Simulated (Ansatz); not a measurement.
# AlNi (CsCl type): the cost of one run

Computed with Ansatz 0.2.0 (DFT, LDA, all-electron LAPW, scalar-relativistic, unless a step's input says otherwise).

## Step 1: The starting structure

The structure is cubic, space group Pm-3m (No. 221). The conventional cell has a = 2.833 Å, b = 2.833 Å, c = 2.833 Å, α = 90.00°, β = 90.00°, γ = 90.00°. Ni (site symmetry m-3m) is surrounded by 8 Al at 2.45 Å. Around Al (site symmetry m-3m) lie 8 Ni at 2.45 Å.

Coordinates:

```xyz
4
Lattice="0.0000 0.0000 2.8329 2.8329 -2.8329 0.0000 2.8329 2.8329 0.0000" Properties=species:S:1:pos:R:3 pbc="T T T"
Ni    0.0000    0.0000    0.0000
Ni    2.8329    0.0000    0.0000
Al    1.4164   -1.4164    1.4164
Al    1.4164    1.4164    1.4164
```

Atoms are numbered in the order of the input: Ni1, Ni2, Al3, Al4.

## Step 2: Bulk in the slab's orientation, LAPW

input.yaml reads:

```yaml
crystal:
  lattice:
    - [0.0, 0.0, 2.8328540745]
    - [2.8328540745, -2.8328540745, 0.0]
    - [2.8328540745, 2.8328540745, 0.0]
  atoms:
    - { symbol: Ni, position: [0.0, 0.0, 0.0] }
    - { symbol: Ni, position: [0.0, 0.5, 0.5] }
    - { symbol: Al, position: [0.5, 0.5, 0.0] }
    - { symbol: Al, position: [0.5, 0.0, 0.5] }
kpoints:
  mp_grid: { grid: [13, 9, 9] }
scf:
  occupations: { method: fermi_dirac, width: 0.1 }
hamiltonian:
  xc: lda
  pseudopotentials: { kind: all_electron, lapw: { basis_error: 0.001 } }
output:
  forces: true
  stress: true
  eigenvalues: true
```

Run with:

```sh
$ ansatz run input.yaml --threads 3 --pin off --max-ram 9216MiB --backend cpu --events-out ev --progress --plain --runs-dir out
```

What time and memory should one allow on 3 threads of Intel Xeon Platinum 8488C (Sapphire Rapids), shared host?

About 14 s, with a peak of 0.7 GiB.
